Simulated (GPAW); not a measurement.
Crystal: GaB.

```
Ga B
1.0
     2.71824    0.00000    0.00000
     0.00000    2.71824    0.00000
     0.00000    0.00000    3.23621
Ga B
1 1
Direct
  0.50000 0.50000 0.50000
  0.00000 0.00000 0.00000
```

The cell was built by a generator and needn't be a form met in nature.

Base run:

```yaml
Program: GPAW 26.7.0
Functional: BLYP
Potentials_or_basis: PAW data sets generated in the run's folder for this functional
Cutoff: 800 eV
Basis: pw
k_mesh: 10 × 10 × 8
Occupations: fermi-dirac, width 0.05 eV
Spin: no spin polarisation
```

Its results: band gap on the k mesh none (metal or under the smearing width); pressure 8.9 GPa.

Q: After a change of settings the same cell gave: band gap on the k mesh none (metal or under the smearing width); pressure 1.6 GPa. Which change was it?
A. functional from BLYP to TPSS; potentials or basis from PAW data sets generated in the run's folder for this functional to GPAW PAW data sets (gpaw-data 1.2.1)
B. functional from BLYP to PBEsol
C. functional from BLYP to LDA; potentials or basis from PAW data sets generated in the run's folder for this functional to the program's PAW data sets (release 1.2.1) made for this functional
D. functional from BLYP to PW91

A: D.

PW91 binds more tightly than BLYP, so the same cell stands under less pressure.

Not every run made on this cell is shown here.
